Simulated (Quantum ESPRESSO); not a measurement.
Set up this calculation in Quantum ESPRESSO 7.5, as the native input.

| Item | Value |
| --- | --- |
| Task | work function |
| Functional | LDA |
| Potentials or basis | SG15 PBE 1.2 |
| Cutoff | 952 eV |
| Density cutoff | 3810 eV |
| k mesh | 7 × 7 × 1 |
| Occupations | fermi-dirac, width 0.05 eV |
| Spin | no spin polarisation |
| Boundary across the vacuum | none |
| Form of the LDA correlation | PZ81 |
| Mixing mode | local-TF |
| Mixing beta | 0.3 |
| Most SCF iterations | 150 |
| SCF threshold | 5e-09 Ry |

Slab: Zn, a slab with vacuum.

```xyz
5
Lattice="2.7786 0.0000 0.0000 -1.3893 2.4063 0.0000 0.0000 0.0000 24.0749" Properties=species:S:1:pos:R:3 pbc="T T T"
Zn    1.3893    0.8021    7.5000
Zn    0.0000    1.6042    9.7687
Zn    0.0000    0.0000   12.0375
Zn    1.3893    0.8021   14.3062
Zn    0.0000    1.6042   16.5749
```

The slab is cut from a database's or a generator's crystal, which needn't be the stable form of the element.

One way to write it, as run:

pw.in

```
&CONTROL
  calculation = 'scf'
  prefix = 'pwscf'
  outdir = './tmp'
  pseudo_dir = './pseudo'
  tprnfor = .true.
  disk_io = 'low'
/
&SYSTEM
  ibrav = 0
  celldm(1) = 8
  nat = 5
  ntyp = 1
  ecutwfc = 70
  nbnd = 64
  input_dft = 'pz'
  occupations = 'smearing'
  smearing = 'fd'
  degauss = 0.00367493
/
&ELECTRONS
  conv_thr = 5d-09
  electron_maxstep = 150
  mixing_beta = 0.3
  mixing_mode = 'local-TF'
/
ATOMIC_SPECIES
Zn    65.3800 Zn_ONCV_PBE-1.2.upf
CELL_PARAMETERS alat
  0.6563521654409  -0.0000000000000   0.0000000000000
 -0.3281760827204   0.5684176491007  -0.0000000000000
  0.0000000000000   0.0000000000000   5.6868736795412
ATOMIC_POSITIONS crystal
Zn     0.6666666667    0.3333333333    0.3115276234
Zn     0.3333333333    0.6666666667    0.4057638117
Zn     0.0000000000    0.0000000000    0.5000000000
Zn     0.6666666667    0.3333333333    0.5942361883
Zn     0.3333333333    0.6666666667    0.6884723766
K_POINTS automatic
7 7 1 0 0 0
```

pp_density.in

```
&INPUTPP
  prefix = 'pwscf'
  outdir = './tmp'
  filplot = 'density.dat'
  plot_num = 0
/
&PLOT
  nfile = 1
  filepp(1) = 'density.dat'
  iflag = 3
  output_format = 6
  fileout = 'density.cube'
/
```

pp_potential.in

```
&INPUTPP
  prefix = 'pwscf'
  outdir = './tmp'
  filplot = 'potential.dat'
  plot_num = 11
/
&PLOT
  nfile = 1
  filepp(1) = 'potential.dat'
  iflag = 3
  output_format = 6
  fileout = 'potential.cube'
/
```

pp_elf.in

```
&INPUTPP
  prefix = 'pwscf'
  outdir = './tmp'
  filplot = 'elf.dat'
  plot_num = 8
/
&PLOT
  nfile = 1
  filepp(1) = 'elf.dat'
  iflag = 3
  output_format = 6
  fileout = 'elf.cube'
/
```

Potentials or basis: SG15 PBE 1.2.

Run with:

```bash
$ OMP_NUM_THREADS=1 mpirun -n 2 pw.x -nk 2 -in pw.in > pw.out
$ OMP_NUM_THREADS=1 mpirun -n 1 pp.x -in pp_density.in > pp_density.out
$ OMP_NUM_THREADS=1 mpirun -n 1 pp.x -in pp_potential.in > pp_potential.out
$ OMP_NUM_THREADS=1 mpirun -n 1 pp.x -in pp_elf.in > pp_elf.out
```

Results of the run:

- Largest force: 0.295 eV/Å
- Band gap on the k mesh: none (metal or under the smearing width)
- Work function of the upper face: 4.57 eV
- Work function of the lower face: 4.57 eV

Caveat: the k mesh is coarse (spacing up to 0.37 Å⁻¹), so the values aren't converged; the potentials were made for another functional, which shifts forces and pressure.

It took 4.9 min on 2 MPI ranks on Intel(R) Xeon(R) Processor @ 2.50GHz (Skylake/Cascade Lake) (shared host), peak memory 0.42 GiB a rank.
